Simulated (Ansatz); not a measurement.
# EuMnBi2: the cost of one run

Method: DFT PBE+U (U_eff = 6 eV on Eu 4f), scalar-relativistic, plane waves, PAW, in Ansatz 0.2.0.

### 1 Starting point

The structure is tetragonal, space group I4/mmm (No. 139). The conventional cell has a = 4.636 Å, b = 4.636 Å, c = 21.542 Å, α = 90.00°, β = 90.00°, γ = 90.00°. Around Eu (site symmetry 4mm) lie 8 Bi at 3.45 to 3.47 Å and 4 Mn at 3.66 Å. Around Mn (site symmetry -4m2) lie 4 Bi at 2.87 Å and 4 Mn at 3.28 Å. Around Bi (site symmetry mmm) lie 4 Bi at 3.28 Å and 4 Eu at 3.45 Å. Bi (site symmetry 4mm) has 4 Mn at 2.87 Å and 4 Eu at 3.47 Å in its first shell of neighbours.

Coordinates:

```
Eu Mn Bi
1.0
    -2.31818    2.31818   10.77109
     2.31818   -2.31818   10.77109
     2.31818    2.31818  -10.77109
Eu Mn Bi
2 2 4
Cartesian
  0.0000 0.0000 18.9870
  0.0000 0.0000 2.5552
  0.0000 2.3182 5.3855
  2.3182 0.0000 5.3855
  2.3182 0.0000 0.0000
  0.0000 2.3182 0.0000
  0.0000 0.0000 14.4695
  0.0000 0.0000 7.0727
```

The moments start at Eu 7.00; Mn 3.50 μB.

### 2 First run, at the start cell

File input.yaml:

```yaml
crystal:
  lattice:
    - [-2.318184, 2.318184, 10.77109]
    - [2.318184, -2.318184, 10.77109]
    - [2.318184, 2.318184, -10.77109]
  atoms:
    - { symbol: Eu, position: [0.881386, 0.881386, 0.0], spin: 7.0 }
    - { symbol: Eu, position: [0.118614, 0.118614, 0.0], spin: 7.0 }
    - { symbol: Mn, position: [0.75, 0.25, 0.5], spin: 3.5 }
    - { symbol: Mn, position: [0.25, 0.75, 0.5], spin: 3.5 }
    - { symbol: Bi, position: [0.0, 0.5, 0.5] }
    - { symbol: Bi, position: [0.5, 0.0, 0.5] }
    - { symbol: Bi, position: [0.671681, 0.671681, 0.0] }
    - { symbol: Bi, position: [0.328319, 0.328319, 0.0] }
basis:
  ecutwfc: 420
  ecutrho_ratio: 4
kpoints:
  mp_grid: { grid: [4, 4, 4] }
hamiltonian:
  xc: pbe
  hubbard: { sites: [{ species: Eu, l: f, u_eff: 6.0 }] }
scf:
  occupations: { method: gaussian, width: 0.05 }
output:
  forces: true
  stress: true
  eigenvalues: true
  populations: true
  hubbard: { sites: [{ species: Eu, l: f }] }
magnetization:
  spin_polarized: true
```

The run is started by

```console
ansatz run input.yaml --threads 8 --pin off --max-ram 22528MiB --backend cpu --events-out ev --progress --plain --runs-dir out
```

Q: Estimate wall time and peak memory on 8 threads of Arm Neoverse V2, shared host.

About 23 s, with a peak of 1.5 GiB.
